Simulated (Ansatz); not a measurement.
**CH₄O₃Si: up Jacob's ladder to CCSD(T)**

The task here is to estimate one member of a computed series from the others.

Method: functionals in def2-TZVPP, the program's frozen cores in correlated methods; program: Ansatz 0.2.0, Gaussian basis.

Levels to be run: LDA (SPW92), PBE-D4, revPBE-D4, BLYP-D4, r2SCAN-D4, B97M-V, PBE0-D4, B3LYP-D4, r2SCANh-D4, r2SCAN0-D4, HSE06-D4, BHLYP-D4, CAM-B3LYP-D4, LC-ωPBE, ωB97X-V, ωB97M-V, B2PLYP, PBE-QIDH; CCSD(T)/def2-SVP; CCSD(T)/def2-TZVPP; MP2/def2-QZVPP; extrapolation to the limit; RPA on PBE.

## The geometry

All runs share one geometry, relaxed beforehand with PBE0-D4 in a triple-zeta def2 set.

9 atoms, charge 0, spin multiplicity 1.

Atoms are counted from 1 here; the program's logs count them from 0.

Bond lengths: O1–C2 1.204 Å, C2–O3 1.331 Å, C2–O4 1.322 Å, O3–H6 0.965 Å, O4–Si5 1.693 Å, Si5–H7 1.479 Å, Si5–H8 1.479 Å, Si5–H9 1.479 Å. Angles: O1–C2–O3 124.9°, O1–C2–O4 124.8°, O3–C2–O4 110.3°, C2–O3–H6 106.4°, C2–O4–Si5 117.1°, O4–Si5–H7 110.1°, O4–Si5–H8 102.7°, O4–Si5–H9 110.1°, H7–Si5–H8 111.0°, H7–Si5–H9 111.7°, H8–Si5–H9 111.0°.

Set-up of the first run:

in.yaml reads:

```yaml
crystal:
  periodic: [false, false, false]
  atoms:
    - {symbol: O, position_ang: [0.945203, -1.131083, 0.643707]}
    - {symbol: C, position_ang: [1.059045, 0.001614, 0.250573]}
    - {symbol: O, position_ang: [2.189858, 0.703331, 0.264894]}
    - {symbol: O, position_ang: [0.076974, 0.726537, -0.257611]}
    - {symbol: Si, position_ang: [-1.448055, -0.001526, -0.357682]}
    - {symbol: H, position_ang: [2.864378, 0.126176, 0.643544]}
    - {symbol: H, position_ang: [-1.388499, -1.184284, -1.242932]}
    - {symbol: H, position_ang: [-2.278434, 1.065948, -0.956040]}
    - {symbol: H, position_ang: [-1.932071, -0.353110, 0.994445]}
basis:
  gaussian: {orbitals: def2-TZVPP}
hamiltonian: {xc: lda}
output: {orbitals: {seedname: orbitals}}
```

On the command line:

```bash
ansatz run in.yaml --threads 2 --pin off --events-out ev --progress --plain --max-ram 4352MiB
```

Among the steps run: LDA; PBE-D4 (GGA); revPBE-D4 (GGA); BLYP-D4 (GGA); r2SCAN-D4 (meta-GGA); B97M-V (meta-GGA); B3LYP-D4 (hybrid); r2SCANh-D4 (hybrid); r2SCAN0-D4 (hybrid); HSE06-D4 (hybrid); BHLYP-D4 (hybrid); CAM-B3LYP-D4 (range-separated); LC-ωPBE (range-separated); ωB97X-V (range-separated); ωB97M-V (range-separated); B2PLYP (double hybrid); PBE-QIDH (double hybrid).

One of the session's tables, all rows but one given; the rest of the session is left out.

It belongs to the step «Orbital energies across the functionals». 

| functional | HOMO (eV) | gap (eV) |
| --- | --- | --- |
| LDA (SPW92) | -7.23 | 6.05 |
| PBE-D4 | -6.99 | 6.06 |
| revPBE-D4 | -6.90 | 6.08 |
| BLYP-D4 | -6.91 | 6.08 |
| r2SCAN-D4 | -7.37 | 6.90 |
| B97M-V | -7.51 | 6.75 |
| PBE0-D4 | -8.74 | 8.68 |
| B3LYP-D4 | -8.48 | 8.17 |
| r2SCANh-D4 | -8.03 | 7.85 |
| r2SCAN0-D4 | -9.03 | 9.26 |
| HSE06-D4 | -8.33 | 7.90 |
| BHLYP-D4 | -10.48 | 11.23 |
| CAM-B3LYP-D4 | -10.28 | 11.15 |
| LC-ωPBE | ? | ? |
| ωB97X-V | -11.27 | 13.22 |
| ωB97M-V | -11.23 | 12.82 |

**Question.** Estimate the row for LC-ωPBE.

The run gave: HOMO (eV): -11.62; gap (eV): 13.73. In the column «HOMO (eV)» it is the lowest.
